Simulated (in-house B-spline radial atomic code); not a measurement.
# Cl¹³⁺: excited configurations in jj coupling

Wanted: excitation energies of Cl¹³⁺ as differences of total energies (ΔSCF).

Method: Dirac-Hartree-Fock, average of configuration, Fermi nucleus, basis-set limit. Code: in-house B-spline radial atomic code version 1.

## 1. What is computed

```
element       : chlorine (Z = 17)
charge        : +13
electrons     : 4
configuration : 1s2 2s2
Hamiltonian   : Dirac-Coulomb
nucleus       : Fermi, rms radius 3.365 fm
```

Settings of the run:

```ini
Z = 17
electrons = 4.0
configuration = 1s2 2s2
hamiltonian = dirac
method = hf
spin_polarised = False
nucleus = fermi
rms_radius = 3.3654
mass_number = 35
atomic_mass = 34.968852694
speed_of_light = 137.035999084
```

This reference run was done before. Its total energy is -336.670486 hartree, and its levels are (the highest eight at most):

```csv
orbital,occupation,energy (eV),<r> (bohr)
1s1/2,2,-3492.15,0.08990
2s1/2,2,-745.41,0.3862
```

## 2. Run with 1s2 2s1 3p+1

In configurations, a minus sign after the shell means j = l − 1/2 and a plus sign j = l + 1/2; the count of electrons follows.

Settings of the run:

```ini
Z = 17
electrons = 4.0
configuration = 1s2 2s1 3p+1
hamiltonian = dirac
method = hf
spin_polarised = False
nucleus = fermi
rms_radius = 3.3654
mass_number = 35
atomic_mass = 34.968852694
speed_of_light = 137.035999084
```

## 3. 1s2 2s1 6f-1

Changes to the settings of step 2:

```diff
@@ -2,3 +2,3 @@
 electrons = 4.0
-configuration = 1s2 2s1 3p+1
+configuration = 1s2 2s1 6f-1
 hamiltonian = dirac
```

## 4. Run with 1s2 2s1 5s1

Changes to the settings of step 3:

```diff
@@ -2,3 +2,3 @@
 electrons = 4.0
-configuration = 1s2 2s1 6f-1
+configuration = 1s2 2s1 5s1
 hamiltonian = dirac
```

## 5. Configuration 1s2 2s1 4s1

Changes to the settings of step 4:

```diff
@@ -2,3 +2,3 @@
 electrons = 4.0
-configuration = 1s2 2s1 5s1
+configuration = 1s2 2s1 4s1
 hamiltonian = dirac
```

## 6. Run with 1s2 2s1 5f+1

Changes to the settings of step 5:

```diff
@@ -2,3 +2,3 @@
 electrons = 4.0
-configuration = 1s2 2s1 4s1
+configuration = 1s2 2s1 5f+1
 hamiltonian = dirac
```

How far above the reference does each configuration lie (order and size, in eV)?

The runs gave:

| net move | configuration | energy above the reference (eV) | with Breit, QED, recoil (eV) | largest <r> (bohr) |
| --- | --- | --- | --- | --- |
| 2s → 3p3/2 | 1s2 2s1 3p+1 | 437.77 | 437.55 | 0.860 |
| 2s → 4s | 1s2 2s1 4s1 | 568.97 | 568.74 | 1.62 |
| 2s → 5s | 1s2 2s1 5s1 | 633.72 | 633.48 | 2.56 |
| 2s → 5f7/2 | 1s2 2s1 5f+1 | 638.33 | 638.07 | 2.25 |
| 2s → 6f5/2 | 1s2 2s1 6f-1 | 670.95 | 670.70 | 3.42 |

What this shows: The lowest of them is 2s → 3p3/2 at 437.77 eV and the highest 2s → 6f5/2 at 670.95 eV. Two partly filled shells share a symmetry and can mix in the average, which may lower the energy, for: 2s → 4s; 2s → 5s. These are averages over configurations, without correlation, not spectroscopic levels.
